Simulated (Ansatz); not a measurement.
# TiB+ (triplet): the correlation ladder, def2-TZVPP

An exercise on one series of results from a longer session: the logs are not shown, and one member is left open.

Program: Ansatz 0.2.0, Gaussian basis. Level of theory: def2-TZVPP, core rule «outside noble gas», up to 10 orbitals frozen. These are calculated values, not measurements.

Plan: UHF; ROHF; CCSD(T) on UHF.

5 further runs of the same task are left out: 1 for a known fault of the program, 4 set aside as unsound or not needed.

## The geometry

The geometry is a PBE0/def2-TZVP stationary point (not a proven minimum) of the parent state, kept for this charge and spin.

2 atoms, charge 1, spin multiplicity 3.

Atoms are counted from 1 here; the program's logs count them from 0.

Bond lengths: Ti1–B2 2.158 Å.

The first run:

File in.yaml:

```yaml
crystal:
  periodic: [false, false, false]
  atoms:
    - {symbol: Ti, position_ang: [0.000000, 0.000000, 0.000000]}
    - {symbol: B, position_ang: [0.000000, 0.000000, 2.157871]}
basis:
  gaussian: {orbitals: def2-TZVPP}
total_charge: 1
magnetization: {spin_polarized: true, initial_magnetization: 2}
hamiltonian: {xc: hf}
output: {orbitals: {seedname: orbitals}}
```

Run with:

```sh
$ ansatz run in.yaml --threads 1 --pin off --events-out ev --progress --plain --max-ram 4096MiB --backend cpu
```

Steps of the session up to this table: UHF; ROHF; CCSD(T) on UHF.

One of the session's tables, all rows but one given; the rest of the session is left out.

```
  method  from UCCSD(T) (meV)
    ROHF                    ?
     UHF              +3609.3
    UMP2              +1256.4
   UCCSD               +257.5
UCCSD(T)                    0
```

Estimate the missing values for ROHF.

**Answer.** from UCCSD(T) (meV): +4932.0. In the column «from UCCSD(T) (meV)» it is the highest.

The program flags UCCSD(T) as in doubt (see the logs), so the zero of the table is itself unsure.

Caveats from the session: The determinant is far from a pure spin state, so its energy mixes those of several spin states (harmless only where they are near-degenerate, as at dissociation). The program flags UCCSD(T) as in doubt, so the zero of the table is itself unsure. Warnings: spin contamination; coupled cluster took another determinant than the lowest.
